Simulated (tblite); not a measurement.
# C4H10ClSi: the cost of one run

Computed with tblite 0.8.0 and PySCF 2.14.0, with density-fitted response routines of our own, on a single molecule in the gas phase. Atoms are numbered from 0 throughout.

**1. Starting geometry**

16 atoms, charge 0, multiplicity 2; geometry from: force field or distance geometry start.

Bonds of the start (Å): C0–Si1 1.86, Si1–C2 1.83, C2–C3 1.50, C2–C4 1.53, C2–Cl5 1.79, C0–H6 1.11, C0–H7 1.12, Si1–H8 1.48, Si1–H9 1.47, C3–H10 1.11, C3–H11 1.10, C3–H12 1.13, C4–H13 1.11, C4–H14 1.09, C4–H15 1.11.

**2. Optimising the geometry with GFN2-xTB**

What the job is given:

```
{"job": {"kind": "relax", "xc": "GFN2-xTB", "basis": "xTB"}, "charge": 0, "multiplicity": 2}
C      2.239700     0.716400     0.976000
Si     1.225500    -0.573300     0.099700
C     -0.499600    -0.089700    -0.255800
C     -0.916400     1.262700     0.248400
C     -1.538100    -1.087900     0.264800
Cl    -0.707300    -0.072800    -2.032900
H      2.792000     1.315300     0.228000
H      3.018000     0.282300     1.651000
H      1.883700    -0.928700    -1.173400
H      1.215100    -1.757200     0.973500
H     -1.183900     1.887000    -0.628800
H     -0.193900     1.737100     0.924800
H     -1.878000     1.156300     0.839200
H     -1.957000    -0.713800     1.218300
H     -1.123300    -2.087300     0.378900
H     -2.384200    -1.037600    -0.455700
```

The run is started by

```
> OMP_NUM_THREADS=1 python probes_run.py task.json out
```

One launch serves the whole session: the jobs run in the order shown.

**Question.** How long does this first job take on 1 thread of Arm Neoverse V1, shared host?

About 1.6 s.
